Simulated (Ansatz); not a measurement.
# GeH2S2: the cost of one run

All numbers below are computed with Ansatz 0.2.0 (RKS PBE-D4/def2-TZVP).

## 1. The system as given

Bond lengths: S1–Ge2 2.229 Å, Ge2–S3 2.189 Å, S1–H4 1.367 Å, S3–H5 1.426 Å. Angles: S1–Ge2–S3 107.6°, Ge2–S1–H4 90.9°, Ge2–S3–H5 93.3°.

Coordinates:

```xyz
5

S    -1.3908   -0.6674   -0.9166
Ge   -0.5334    1.1557    0.0365
S     1.3964    0.5999    0.9072
H    -1.3538   -1.3350    0.2752
H     1.9314    0.1731   -0.3438
```

## 2. End point A

Contents of input.yaml:

```yaml
crystal:
  periodic: [false, false, false]
  atoms:
    - { symbol: S, position_ang: [-1.3908, -0.6674, -0.9166] }
    - { symbol: Ge, position_ang: [-0.5334, 1.1557, 0.0365] }
    - { symbol: S, position_ang: [1.3964, 0.5999, 0.9072] }
    - { symbol: H, position_ang: [-1.3538, -1.335, 0.2752] }
    - { symbol: H, position_ang: [1.9314, 0.1731, -0.3438] }
basis:
  gaussian: { orbitals: def2-TZVP }
hamiltonian:
  xc: pbe
  dispersion: d4
relax:
  f_tol: 0.015
  max_steps: 40
```

Command:

```console
> ansatz run input.yaml --threads 2 --pin off --max-ram 3072MiB --backend cpu --events-out ev --progress --plain --runs-dir out
```

What time and memory should one allow on 2 threads of Arm Neoverse V1, shared host?

About 20 s, with a peak of 0.17 GiB.
